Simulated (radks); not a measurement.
# Nuclear size and the levels of W⁺

The task here is to estimate one member of a computed series from the others.

The numbers are computed with radks (a radial shooting solver on a logarithmic mesh, Libxc functionals) version 1 (Dirac Kohn-Sham, exchange-only LDA, spin-unpolarised, spherical densities, finite nucleus; open shells fill j = l - 1/2 first), except any that are marked as measured or tabulated.

## Starting point

| Property | Result |
| --- | --- |
| element | tungsten (Z = 74) |
| charge | +1 |
| electrons | 73 |
| configuration | [Xe] 4f14 5d4 6s1 |
| nuclear rms radius | 5.3658 fm |

Set-up of the first run:

Settings of this run:

```text
Z 74
configuration [Xe] 4f14 5d4 6s1 6p0 7s0
relativity Dirac
functional lda,
spin unpolarised
j_filling energy
nucleus finite rms 5.3658 fm
c 137.035999084
```

Among the steps run: rms radius 5.3658 fm.

One of the session's tables, all rows but one given; the rest of the session is left out.

From the orbitals of this run (lengths in bohr):

```
level     <r>  outermost maximum (interpolated)  90 % within  nodes
4f5/2  0.6038                             0.425         1.00      0
4f7/2  0.6136                             0.431         1.02      0
6s1/2   2.998                              2.59         4.39      5
5d3/2   1.963                              1.48         3.12      2
5d5/2   2.042                              1.53         3.25      2
6p1/2   3.779                              3.20         5.61      4
6p3/2       ?                                 ?            ?      ?
7s1/2   7.636                              6.88         11.0      6
```

Q: Estimate the row for 6p3/2 from the others.

**Answer.** <r>: 4.109; outermost maximum (interpolated): 3.49; 90 % within: 6.08; nodes: 4. In the column «<r>» it lies between 6p1/2 (3.779) and 7s1/2 (7.636).
